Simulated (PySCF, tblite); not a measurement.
# C₇H₆O₂: vibronic structure

Aim: compute the vibronic structure of C₇H₆O₂ (`O=Cc1ccccc1O`).

Computed with tblite 0.8.0 and PySCF 2.14.0 and routines of our own; the level stands in each step. Atoms count from 0.

## (1) The starting structure

15 atoms, charge 0, multiplicity 1; geometry from: force field or distance geometry start.

## (2) Geometry optimisation with GFN2-xTB

The job: settings as JSON, then the geometry in Å.

```
{"job": {"kind": "relax", "xc": "GFN2-xTB", "basis": "xTB"}, "charge": 0, "multiplicity": 1}
O      2.958400     0.012100    -0.555100
C      2.012200    -0.778000    -0.582700
C      0.660700    -0.364000    -0.209200
C     -0.378300    -1.300000    -0.258100
C     -1.679800    -0.930000     0.095700
C     -1.954600     0.389200     0.458200
C     -0.921400     1.337100     0.493700
C      0.381900     0.964100     0.165700
O      1.338500     1.931700     0.219900
H      2.157600    -1.839100    -0.853200
H     -0.185700    -2.339100    -0.539100
H     -2.487900    -1.661900     0.063600
H     -2.968000     0.685900     0.733800
H     -1.127400     2.359600     0.784600
H      2.189300     1.540500    -0.039500
```

Launch:

```bash
$ OMP_NUM_THREADS=1 python excited_run.py task.json out
```

One launch serves the whole session: the jobs run in the order shown.

Output:

```text
step      E/eV     max force
  0    -711.65023    1.392
  1    -711.70055    1.294
  2    -711.72262    0.429
  3    -711.73232    0.249
  4    -711.73732    0.142
  5    -711.73850    0.120
  6    -711.73968    0.115
  7    -711.74089    0.110
  8    -711.74175    0.071
  9    -711.74220    0.046
 10    -711.74247    0.060
 11    -711.74274    0.064
 12    -711.74299    0.038
 13    -711.74313    0.027
 14    -711.74319    0.017
 15    -711.74321    0.011
 16    -711.74322    0.010
```

It took 0.15 s on 1 thread of Arm Neoverse N1, shared host.

Step by step:

```tsv
step	energy from step 0 (eV)	largest force (eV/Å)
0	0.0000	1.3922
1	-0.0503	1.2939
2	-0.0724	0.4290
3	-0.0821	0.2486
4	-0.0871	0.1424
5	-0.0883	0.1198
6	-0.0895	0.1149
7	-0.0907	0.1097
8	-0.0915	0.0712
9	-0.0920	0.0461
10	-0.0922	0.0602
11	-0.0925	0.0637
12	-0.0928	0.0382
13	-0.0929	0.0268
14	-0.0930	0.0165
15	-0.0930	0.0114
16	-0.0930	0.0099
```

Distances of close pairs at the start and the end, largest changes first:

```tsv
bond	before (Å)	after (Å)	change (Å)
C7–O8	1.362	1.332	-0.030
C5–C6	1.403	1.376	-0.026
C3–C4	1.399	1.374	-0.025
C1–C2	1.462	1.446	-0.016
O8–H14	0.972	0.987	+0.015
O0–C1	1.233	1.219	-0.014
C3–H10	1.094	1.081	-0.013
C4–H11	1.091	1.079	-0.012
```

The next job starts from the end point, and lists it.

## (3) Harmonic vibrations with GFN2-xTB

The job: settings as JSON, then the geometry in Å.

```
{"job": {"kind": "ir", "xc": "GFN2-xTB", "basis": "xTB"}, "charge": 0, "multiplicity": 1}
O      2.967811    -0.002772    -0.563351
C      2.002087    -0.747275    -0.562742
C      0.653212    -0.359300    -0.213511
C     -0.389493    -1.294540    -0.245078
C     -1.671595    -0.929325     0.087891
C     -1.938017     0.387719     0.460100
C     -0.933355     1.327775     0.498678
C      0.377793     0.974747     0.164455
O      1.328229     1.906582     0.212969
H      2.120157    -1.808770    -0.843239
H     -0.164364    -2.310288    -0.537139
H     -2.469919    -1.654762     0.062356
H     -2.945701     0.674623     0.721635
H     -1.126692     2.349850     0.783969
H      2.185433     1.493725    -0.048905
```

Output:

```text
mode    cm-1     km/mol
  1     127.4      0.71
  2     187.0      4.36
  3     272.3      2.00
  4     273.8      8.70
  5     403.5      2.77
  6     404.0      0.21
  7     440.1      8.12
  8     501.0      0.22
  9     541.2      1.69
 10     647.7     21.48
 11     683.4      0.76
 12     745.7    201.11
 13     774.7     40.29
 14     794.6     21.61
 15     851.4     14.81
 16     878.3      2.07
 17     908.0      1.14
 18     926.7      0.46
 19     931.6      0.20
 20    1075.9      3.23
 21    1124.1     12.94
 22    1174.0     12.64
 23    1185.3    114.39
 24    1235.6     65.31
 25    1275.4    175.27
 26    1281.0     51.99
 27    1357.0     27.74
 28    1374.6     40.38
 29    1450.2     39.21
 30    1456.7    146.34
 31    1555.2     84.39
 32    1605.6     82.37
 33    1686.3    483.57
 34    2803.8    110.43
 35    3075.8      9.03
 36    3078.9    213.42
 37    3086.4      9.24
 38    3100.4     40.45
 39    3110.4      8.66
```

It took 0.69 s on 1 thread of Arm Neoverse N1, shared host.

Which atoms move in the most intense modes:

```tsv
cm⁻¹	km/mol	atoms
746	201.1	H14 89 %
1185	114.4	H14 28 %, H13 25 %, H10 22 %
1275	175.3	H14 30 %, C2 24 %, H10 16 %
1457	146.3	C7 17 %, C2 16 %, C3 13 %, C6 11 %
1555	84.4	C5 24 %, C7 22 %, C4 20 %, C2 15 %
1686	483.6	C1 59 %, O0 33 %
2804	110.4	H9 94 %
3079	213.4	H14 87 %
```

## (4) Vibronic structure: TDA CAM-B3LYP/def2-SV(P)

The job, as its differences from that of step 3:

```diff
@@ -1,2 +1,2 @@
-{"job": {"kind": "ir", "xc": "GFN2-xTB", "basis": "xTB"}, "charge": 0, "multiplicity": 1}
+{"job": {"kind": "vib", "xc": "CAM-B3LYP", "basis": "def2-SV(P)", "tda": true}, "charge": 0, "multiplicity": 1}
 O      2.967811    -0.002772    -0.563351
```

Method: TDA CAM-B3LYP/def2-SV(P) vertical-gradient vibronic structure (displaced harmonic oscillators, Condon), gas phase.

Output:

```text
final grid: 61456 points
cycle   1  E = -420.0984486239  dE =  2.053e+00  |g| = 9.289e-01  |ddm| = 5.274e+00
cycle   2  E = -419.8674189494  dE =  2.310e-01  |g| = 1.472e+00  |ddm| = 2.748e+00
cycle   3  E = -420.2719347709  dE = -4.045e-01  |g| = 1.406e-01  |ddm| = 1.860e+00
cycle   4  E = -420.2755481840  dE = -3.613e-03  |g| = 6.994e-02  |ddm| = 2.062e-01
cycle   5  E = -420.2764527442  dE = -9.046e-04  |g| = 1.692e-02  |ddm| = 8.115e-02
cycle   6  E = -420.2765146673  dE = -6.192e-05  |g| = 5.392e-03  |ddm| = 2.631e-02
cycle   7  E = -420.2765216167  dE = -6.949e-06  |g| = 1.345e-03  |ddm| = 8.154e-03
cycle   8  E = -420.2765222764  dE = -6.598e-07  |g| = 6.600e-04  |ddm| = 3.560e-03
cycle   9  E = -420.2765224143  dE = -1.378e-07  |g| = 2.046e-04  |ddm| = 1.464e-03
cycle  10  E = -420.2765224290  dE = -1.474e-08  |g| = 8.829e-05  |ddm| = 3.764e-04
cycle  11  E = -420.2765224318  dE = -2.830e-09  |g| = 2.354e-05  |ddm| = 1.902e-04
cycle  12  E = -420.2765224320  dE = -1.949e-10  |g| = 1.133e-05  |ddm| = 5.984e-05
converged SCF energy = -420.2765224320

Singlet excitations (eV, f): 4.235 (0.0002)  4.530 (0.1210)  5.703 (0.1668)  6.734 (0.2807)  7.005 (0.4436)  7.073 (0.0005)

State S1  4.2353 eV  f = 0.00022  H-2->L 0.90
  relaxed dipole 1.949 D, largest gradient of the excitation energy 0.0819 Eh/bohr
  mode    cm-1        S   lambda/meV  Raman
   33   1686.3    0.7093     148.3   1.000
   15    851.4    0.1121      11.8   0.040
   31   1555.2    0.0404       7.8   0.049
   30   1456.7    0.0245       4.4   0.026
    5    403.5    0.0877       4.4   0.007
   36   3078.9    0.0104       4.0   0.049
   10    647.7    0.0484       3.9   0.010
    9    541.2    0.0421       2.8   0.006
   21   1124.1    0.0174       2.4   0.011
   32   1605.6    0.0104       2.1   0.013
   27   1357.0    0.0110       1.8   0.010
    7    440.1    0.0170       0.9   0.002
  reorganisation energy 0.1992 eV, total S 1.168, 0-0 4.0361 eV
  absorption maximum 4.036 eV, width 0.246 eV

State S4  6.7338 eV  f = 0.28074  H->L+1 0.35, H->L+2 0.24, H-1->L 0.19
  relaxed dipole 4.139 D, largest gradient of the excitation energy 0.0491 Eh/bohr
  mode    cm-1        S   lambda/meV  Raman
   31   1555.2    0.2684      51.7   1.000
   14    794.6    0.4951      48.8   0.482
    4    273.8    0.8098      27.5   0.093
   33   1686.3    0.1305      27.3   0.572
   26   1281.0    0.0993      15.8   0.251
   20   1075.9    0.0815      10.9   0.145
   32   1605.6    0.0472       9.4   0.188
    9    541.2    0.1264       8.5   0.057
    5    403.5    0.1513       7.6   0.038
   29   1450.2    0.0375       6.7   0.122
   30   1456.7    0.0358       6.5   0.117
   36   3078.9    0.0158       6.0   0.231
  reorganisation energy 0.2550 eV, total S 2.546, 0-0 6.4788 eV
  absorption maximum 6.679 eV, width 0.440 eV

State S5  7.0051 eV  f = 0.44359  H-1->L+1 0.32, H->L+1 0.30, H->L+2 0.16
  relaxed dipole 2.550 D, largest gradient of the excitation energy 0.0603 Eh/bohr
  mode    cm-1        S   lambda/meV  Raman
   31   1555.2    0.2600      50.1   1.000
   32   1605.6    0.2274      45.3   0.932
   14    794.6    0.2888      28.5   0.290
   20   1075.9    0.1491      19.9   0.274
    5    403.5    0.2853      14.3   0.074
    9    541.2    0.1814      12.2   0.084
    4    273.8    0.3342      11.3   0.040
   33   1686.3    0.0442       9.2   0.200
   23   1185.3    0.0493       7.2   0.110
   30   1456.7    0.0338       6.1   0.114
   24   1235.6    0.0345       5.3   0.084
   27   1357.0    0.0229       3.9   0.067
  reorganisation energy 0.2269 eV, total S 2.000, 0-0 6.7782 eV
  absorption maximum 6.782 eV, width 0.366 eV

State T1  3.2754 eV  f = 0.00000  H->L 0.90
  relaxed dipole 3.783 D, largest gradient of the excitation energy 0.0537 Eh/bohr
  mode    cm-1        S   lambda/meV  Raman
   31   1555.2    0.3682      71.0   1.000
    4    273.8    1.6710      56.7   0.141
   33   1686.3    0.1827      38.2   0.583
   30   1456.7    0.1708      30.8   0.407
   24   1235.6    0.1725      26.4   0.296
   14    794.6    0.2526      24.9   0.179
    7    440.1    0.4475      24.4   0.097
   25   1275.4    0.1172      18.5   0.214
   10    647.7    0.2092      16.8   0.099
    9    541.2    0.2417      16.2   0.079
   26   1281.0    0.0849      13.5   0.156
    5    403.5    0.2643      13.2   0.048
  reorganisation energy 0.3966 eV, total S 4.459, 0-0 2.8788 eV
  absorption maximum 3.185 eV, width 0.564 eV
```

Run time: 52 s. Hardware: 1 thread of Arm Neoverse N1, shared host; peak memory 0.84 GiB.

## (5) Vibronic structure: TDA BHandHLYP/6-31G*

The job, as its differences from that of step 4:

```diff
@@ -1,2 +1,2 @@
-{"job": {"kind": "vib", "xc": "CAM-B3LYP", "basis": "def2-SV(P)", "tda": true}, "charge": 0, "multiplicity": 1}
+{"job": {"kind": "vib", "xc": "BHandHLYP", "basis": "6-31G*", "tda": true, "fwhm_ev": 0.08, "grid": 2}, "charge": 0, "multiplicity": 1}
 O      2.967811    -0.002772    -0.563351
```

With the program's defaults for keys left out, this is: TDA BHandHLYP/6-31G* vertical-gradient vibronic structure (displaced harmonic oscillators, Condon), gas phase.

Output:

```text
coarse grid: 13496 points
cycle   1  E = -420.4459264213  dE =  2.151e+00  |g| = 8.666e-01  |ddm| = 4.092e+00
cycle   2  E = -420.3190390922  dE =  1.269e-01  |g| = 1.221e+00  |ddm| = 1.891e+00
cycle   3  E = -420.6013039984  dE = -2.823e-01  |g| = 1.289e-01  |ddm| = 1.252e+00
cycle   4  E = -420.6044481960  dE = -3.144e-03  |g| = 6.401e-02  |ddm| = 1.693e-01
cycle   5  E = -420.6052613866  dE = -8.132e-04  |g| = 1.315e-02  |ddm| = 6.336e-02
cycle   6  E = -420.6053022895  dE = -4.090e-05  |g| = 3.999e-03  |ddm| = 1.630e-02
cycle   7  E = -420.6053069029  dE = -4.613e-06  |g| = 1.127e-03  |ddm| = 5.641e-03
final grid: 133104 points
cycle   8  E = -420.5560730064  dE = -1.350e-05  |g| = 2.879e-03  |ddm| = 1.925e-02
cycle   9  E = -420.5560732452  dE = -2.388e-07  |g| = 3.203e-03  |ddm| = 6.022e-03
cycle  10  E = -420.5560754412  dE = -2.196e-06  |g| = 5.925e-04  |ddm| = 3.356e-03
cycle  11  E = -420.5560755193  dE = -7.805e-08  |g| = 2.141e-04  |ddm| = 6.378e-04
cycle  12  E = -420.5560755341  dE = -1.479e-08  |g| = 7.077e-05  |ddm| = 3.695e-04
cycle  13  E = -420.5560755359  dE = -1.792e-09  |g| = 2.436e-05  |ddm| = 1.277e-04
cycle  14  E = -420.5560755362  dE = -2.802e-10  |g| = 1.183e-05  |ddm| = 5.323e-05
converged SCF energy = -420.5560755362

Singlet excitations (eV, f): 4.507 (0.0002)  4.729 (0.1261)  5.798 (0.1716)  7.009 (0.3828)  7.246 (0.4519)  7.585 (0.0005)

State S1  4.5066 eV  f = 0.00020  H-2->L 0.87, H-2->L+2 0.09
  relaxed dipole 2.084 D, largest gradient of the excitation energy 0.0815 Eh/bohr
  mode    cm-1        S   lambda/meV  Raman
   33   1686.3    0.7451     155.8   1.000
   15    851.4    0.1071      11.3   0.037
   31   1555.2    0.0344       6.6   0.039
    5    403.5    0.1220       6.1   0.009
   36   3078.9    0.0109       4.2   0.049
   30   1456.7    0.0188       3.4   0.019
   10    647.7    0.0383       3.1   0.008
    9    541.2    0.0430       2.9   0.006
   21   1124.1    0.0133       1.9   0.008
   27   1357.0    0.0100       1.7   0.009
   32   1605.6    0.0076       1.5   0.009
   25   1275.4    0.0081       1.3   0.006
  reorganisation energy 0.2054 eV, total S 1.209, 0-0 4.3012 eV
  absorption maximum 4.305 eV, width 0.296 eV

State S4  7.0090 eV  f = 0.38280  H->L+1 0.44, H-1->L 0.18, H->L+2 0.17
  relaxed dipole 4.264 D, largest gradient of the excitation energy 0.0464 Eh/bohr
  mode    cm-1        S   lambda/meV  Raman
   14    794.6    0.5648      55.6   0.514
   31   1555.2    0.2869      55.3   1.000
   33   1686.3    0.1128      23.6   0.462
    4    273.8    0.6058      20.6   0.065
   32   1605.6    0.1014      20.2   0.377
   26   1281.0    0.1234      19.6   0.292
    9    541.2    0.2256      15.1   0.095
   20   1075.9    0.0904      12.1   0.151
    5    403.5    0.1755       8.8   0.041
   29   1450.2    0.0342       6.1   0.104
   23   1185.3    0.0320       4.7   0.065
   36   3078.9    0.0122       4.6   0.166
  reorganisation energy 0.2729 eV, total S 2.592, 0-0 6.7361 eV
  absorption maximum 6.942 eV, width 0.466 eV

State S5  7.2463 eV  f = 0.45194  H-1->L+1 0.39, H->L+1 0.22, H->L+2 0.21
  relaxed dipole 3.172 D, largest gradient of the excitation energy 0.0616 Eh/bohr
  mode    cm-1        S   lambda/meV  Raman
   32   1605.6    0.2602      51.8   1.000
   31   1555.2    0.2612      50.4   0.942
   14    794.6    0.3502      34.5   0.330
   20   1075.9    0.1548      20.7   0.267
    9    541.2    0.2602      17.5   0.114
    5    403.5    0.2279      11.4   0.055
   33   1686.3    0.0435       9.1   0.185
    4    273.8    0.2457       8.3   0.027
   23   1185.3    0.0482       7.1   0.101
   30   1456.7    0.0316       5.7   0.100
   27   1357.0    0.0272       4.6   0.075
   28   1374.6    0.0189       3.2   0.053
  reorganisation energy 0.2422 eV, total S 2.053, 0-0 7.0041 eV
  absorption maximum 7.202 eV, width 0.446 eV

State T1  3.3841 eV  f = 0.00000  H->L 0.82, H-1->L 0.11
  relaxed dipole 4.079 D, largest gradient of the excitation energy 0.0614 Eh/bohr
  mode    cm-1        S   lambda/meV  Raman
   31   1555.2    0.5735     110.6   1.000
   33   1686.3    0.1944      40.6   0.399
   30   1456.7    0.2130      38.5   0.326
    4    273.8    1.1211      38.1   0.061
   14    794.6    0.3418      33.7   0.156
   24   1235.6    0.1921      29.4   0.211
    9    541.2    0.2766      18.6   0.058
   25   1275.4    0.1046      16.5   0.123
    7    440.1    0.2948      16.1   0.041
   10    647.7    0.1948      15.6   0.059
   26   1281.0    0.0969      15.4   0.115
   22   1174.0    0.0841      12.2   0.084
  reorganisation energy 0.4302 eV, total S 4.106, 0-0 2.9539 eV
  absorption maximum 3.342 eV, width 0.604 eV
```

Run time: 71 s. Hardware: 1 thread of Arm Neoverse N1, shared host; peak memory 0.99 GiB.

## (6) What came out

| quantity | value |
| --- | --- |
| strongest single infrared mode (GFN2-xTB) | 1686 cm⁻¹, 484 km/mol |
| zero-point energy (GFN2-xTB) | 69.2 kcal/mol |
| S1: vertical, reorganisation, 0-0, total S (step 4, TDA CAM-B3LYP/def2-SV(P), modes from GFN2-xTB) | 4.24, 0.20, 4.04 eV; 1.2 |
| S4: vertical, reorganisation, 0-0, total S (step 4, TDA CAM-B3LYP/def2-SV(P), modes from GFN2-xTB) | 6.73, 0.26, 6.48 eV; 2.5 |
| S5: vertical, reorganisation, 0-0, total S (step 4, TDA CAM-B3LYP/def2-SV(P), modes from GFN2-xTB) | 7.01, 0.23, 6.78 eV; 2.0 |
| S1: vertical, reorganisation, 0-0, total S (step 5, TDA BHandHLYP/6-31G*, modes from GFN2-xTB) | 4.51, 0.21, 4.30 eV; 1.2 |
| S4: vertical, reorganisation, 0-0, total S (step 5, TDA BHandHLYP/6-31G*, modes from GFN2-xTB) | 7.01, 0.27, 6.74 eV; 2.6 |
| S5: vertical, reorganisation, 0-0, total S (step 5, TDA BHandHLYP/6-31G*, modes from GFN2-xTB) | 7.25, 0.24, 7.00 eV; 2.1 |

What this shows: No mode is imaginary among the 39: a minimum at this level. The strongest single mode, at 1686 cm⁻¹, moves mainly C1 and O0. Unscaled tight-binding wavenumbers are off by several per cent, some by more. Its intensities can rank the bands wrongly. The vibronic model keeps the ground-state modes (from xTB) and shifts them along the gradient alone, so it can miss much of the relaxation that a full optimisation finds.
